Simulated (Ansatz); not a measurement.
# Si5H12: one species, many methods

One table from this session's results is given with a row withheld; the runs are named, their logs left out.

Method: functionals in def2-TZVPP, the program's frozen cores in correlated methods; program: Ansatz 0.2.0, Gaussian basis.

The runs, in order: LDA (SPW92), PBE-D4, revPBE-D4, BLYP-D4, r2SCAN-D4, B97M-V, PBE0-D4, B3LYP-D4, r2SCANh-D4, r2SCAN0-D4, HSE06-D4, BHLYP-D4, CAM-B3LYP-D4, LC-ωPBE, ωB97X-V, ωB97M-V, B2PLYP, PBE-QIDH; CCSD(T)/def2-SVP; MP2/def2-TZVPP; RPA on PBE.

1 further run of the same task is left out (it didn't finish). Runs told in other sessions of the task aren't counted.

## The relaxed structure

The geometry comes from an earlier relaxation with PBE0-D4 in a triple-zeta def2 set; it is a stationary point, not always the lowest conformer.

SMILES `[SiH3][SiH2][SiH]([SiH3])[SiH3]`, 17 atoms, charge 0, spin multiplicity 1.

Atoms are counted from 1 here; the program's logs count them from 0.

Bond lengths: Si1–Si2 2.338 Å, Si1–H6 1.488 Å, Si1–H7 1.488 Å, Si1–H8 1.488 Å, Si2–Si3 2.338 Å, Si2–H9 1.491 Å, Si2–H10 1.491 Å, Si3–Si4 2.338 Å, Si3–Si5 2.337 Å, Si3–H11 1.493 Å, Si4–H12 1.488 Å, Si4–H13 1.488 Å, Si4–H14 1.488 Å, Si5–H15 1.488 Å, Si5–H16 1.488 Å, Si5–H17 1.488 Å. Angles: Si2–Si1–H6 109.6°, Si2–Si1–H7 109.7°, Si2–Si1–H8 111.5°, H6–Si1–H7 108.6°, H6–Si1–H8 108.7°, H7–Si1–H8 108.8°, Si1–Si2–Si3 110.5°, Si1–Si2–H9 109.5°, Si1–Si2–H10 110.1°, Si3–Si2–H9 108.6°, Si3–Si2–H10 110.1°, H9–Si2–H10 108.0°, Si2–Si3–Si4 109.3°, Si2–Si3–Si5 110.0°, Si2–Si3–H11 108.9°, Si4–Si3–Si5 110.0°, Si4–Si3–H11 109.0°, Si5–Si3–H11 109.6° and more.

Set-up of the first run:

Input file in.yaml:

```yaml
crystal:
  periodic: [false, false, false]
  atoms:
    - {symbol: Si, position_ang: [-2.743655, -0.242074, -1.378449]}
    - {symbol: Si, position_ang: [-1.078967, -1.236151, -0.072244]}
    - {symbol: Si, position_ang: [0.365779, 0.387977, 0.788428]}
    - {symbol: Si, position_ang: [1.294224, 1.610986, -0.974073]}
    - {symbol: Si, position_ang: [2.059842, -0.630500, 2.035103]}
    - {symbol: H, position_ang: [-2.118652, 0.463080, -2.529558]}
    - {symbol: H, position_ang: [-3.492566, 0.752259, -0.563838]}
    - {symbol: H, position_ang: [-3.702350, -1.253018, -1.900475]}
    - {symbol: H, position_ang: [-0.286103, -2.180652, -0.909526]}
    - {symbol: H, position_ang: [-1.696063, -2.012948, 1.040134]}
    - {symbol: H, position_ang: [-0.413650, 1.311625, 1.664228]}
    - {symbol: H, position_ang: [2.020390, 0.684705, -1.884458]}
    - {symbol: H, position_ang: [0.232063, 2.304725, -1.751058]}
    - {symbol: H, position_ang: [2.254472, 2.626665, -0.464008]}
    - {symbol: H, position_ang: [2.995653, 0.382554, 2.593759]}
    - {symbol: H, position_ang: [1.483687, -1.420556, 3.156411]}
    - {symbol: H, position_ang: [2.825896, -1.548667, 1.149632]}
basis:
  gaussian: {orbitals: def2-TZVPP}
hamiltonian: {xc: lda}
output: {orbitals: {seedname: orbitals}}
```

Started as:

```console
$ ansatz run in.yaml --threads 4 --pin off --events-out ev --progress --plain --max-ram 11315MiB
```

Among the steps run: LDA; PBE-D4 (GGA); revPBE-D4 (GGA); BLYP-D4 (GGA); r2SCAN-D4 (meta-GGA); B97M-V (meta-GGA); PBE0-D4 (hybrid); B3LYP-D4 (hybrid); r2SCANh-D4 (hybrid); r2SCAN0-D4 (hybrid); HSE06-D4 (hybrid); BHLYP-D4 (hybrid); CAM-B3LYP-D4 (range-separated); LC-ωPBE (range-separated); ωB97X-V (range-separated); ωB97M-V (range-separated); B2PLYP (double hybrid); PBE-QIDH (double hybrid).

One of the session's tables, all rows but one given; the rest of the session is left out.

It belongs to the step «Frontier levels by functional». 

```
  functional  HOMO (eV)  gap (eV)
 LDA (SPW92)      -6.78      5.26
      PBE-D4      -6.70      5.35
   revPBE-D4      -6.67      5.39
     BLYP-D4      -6.55      5.40
   r2SCAN-D4      -6.94      5.80
      B97M-V      -7.10      5.73
     PBE0-D4      -7.71      7.14
    B3LYP-D4      -7.52      6.83
  r2SCANh-D4      -7.30      6.44
  r2SCAN0-D4      -7.86      7.40
    HSE06-D4      -7.33      6.40
    BHLYP-D4      -8.62      8.99
CAM-B3LYP-D4      -8.90      9.40
     LC-ωPBE     -10.16     11.65
     ωB97X-V      -9.86     11.26
     ωB97M-V          ?         ?
```

**Question.** Estimate the row for ωB97M-V.

As computed: HOMO (eV): -9.62; gap (eV): 10.70. In the column «HOMO (eV)» it lies between ωB97X-V (-9.86) and CAM-B3LYP-D4 (-8.90).
